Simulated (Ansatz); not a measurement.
# AlHOS + H₂: a complex and its separated parts

Aim: how far the complex at one end of a reaction step lies below its separated, relaxed parts, level by level.

Program: Ansatz 0.2.0, Gaussian basis. Level of theory: PBE0-D4/def2-TZVP structures, single points in def2-TZVPP, no counterpoise correction. These are calculated values, not measurements.

Levels: SPW92, PBE-D4, BLYP-D4, r2SCAN-D4, B97M-V, PBE0-D4, B3LYP-D4, r2SCAN0-D4, BHLYP-D4, CAM-B3LYP-D4, wB97X-V, wB97M-V, B2PLYP, PBE-QIDH, RPA on PBE, Hartree-Fock, MP2, CCSD, CCSD(T).

Cores are frozen in the correlated methods. B3LYP uses VWN-RPA correlation. B2PLYP carries no dispersion term here.

57 further runs of the same task are left out: 1 that didn't finish, 56 set aside as unsound or not needed.

## 1. Where the work starts

The complex: 6 atoms, charge 0, spin multiplicity 1.

Atoms are counted from 1 here; the program's logs count them from 0.

Bond lengths: Al1–S3 2.005 Å, Al1–O5 1.679 Å, H2–H4 0.761 Å, O5–H6 0.956 Å. Angles: S3–Al1–O5 171.4°, Al1–O5–H6 126.9°.

Geometry (Å):

```tsv
atom	x (Å)	y (Å)	z (Å)
Al1	-0.6012	-0.1404	-0.2981
H2	1.6305	0.2016	-0.0725
S3	-1.2047	-0.5972	-2.1548
H4	1.5109	0.0373	-0.8054
O5	-0.3386	0.2228	1.3200
H6	-0.9968	0.2758	2.0108
```

Its parts: AlHOS holds atoms 1, 3, 5, 6; H₂ holds atoms 2, 4. Each part counts its atoms afresh in its own runs.

## 2. Relaxing AlHOS alone

Input file relax-a/in.yaml:

```yaml
crystal:
  periodic: [false, false, false]
  atoms:
    - {symbol: Al, position_ang: [-0.601172, -0.140390, -0.298110]}
    - {symbol: S, position_ang: [-1.204747, -0.597158, -2.154765]}
    - {symbol: O, position_ang: [-0.338607, 0.222788, 1.320035]}
    - {symbol: H, position_ang: [-0.996837, 0.275827, 2.010754]}
basis:
  gaussian: {orbitals: def2-TZVP}
hamiltonian: {xc: pbe0, dispersion: d4}
relax: {f_tol: 0.005, max_steps: 200}
```

Command:

```
> ansatz run in.yaml --threads 2 --pin off --events-out ev --progress --plain --max-ram 4352MiB
```

After this run come: Relaxing H₂ alone; SPW92/def2-TZVPP; PBE-D4/def2-TZVPP; BLYP-D4/def2-TZVPP; r2SCAN-D4/def2-TZVPP; B97M-V/def2-TZVPP; PBE0-D4/def2-TZVPP; B3LYP-D4/def2-TZVPP; r2SCAN0-D4/def2-TZVPP; BHLYP-D4/def2-TZVPP; CAM-B3LYP-D4/def2-TZVPP; wB97X-V/def2-TZVPP; wB97M-V/def2-TZVPP; B2PLYP/def2-TZVPP; PBE-QIDH/def2-TZVPP; RPA on PBE/def2-TZVPP; CCSD(T)/def2-TZVPP; Vibrations of AlHOS; Vibrations of H₂.

**Question.** What will these runs give? Wanted: complex less parts, CCSD(T)/def2-TZVPP; with zero-point energy; largest T1 diagnostic.

As calculated:

```
                              quantity      value
complex less parts, CCSD(T)/def2-TZVPP  -0.043 eV
                with zero-point energy  +0.075 eV
                 largest T1 diagnostic      0.017
```

At CCSD(T) the complex lies 0.043 eV below its parts. The functionals run from BLYP-D4, off by -0.003 eV, to SPW92, off by -0.235 eV, against CCSD(T). By rung, the mean size of the error is: LDA 0.235, GGA 0.044, meta-GGA 0.047, hybrid 0.053, range-separated hybrid 0.043, double hybrid 0.033 eV. PBE-D4 gives a relative energy 0.086 eV too low, an error of 201 % of the reference. No counterpoise was applied, and triple zeta lacks some correlation, so the CCSD(T) reference has a basis error of its own, and close matches with it are partly luck.
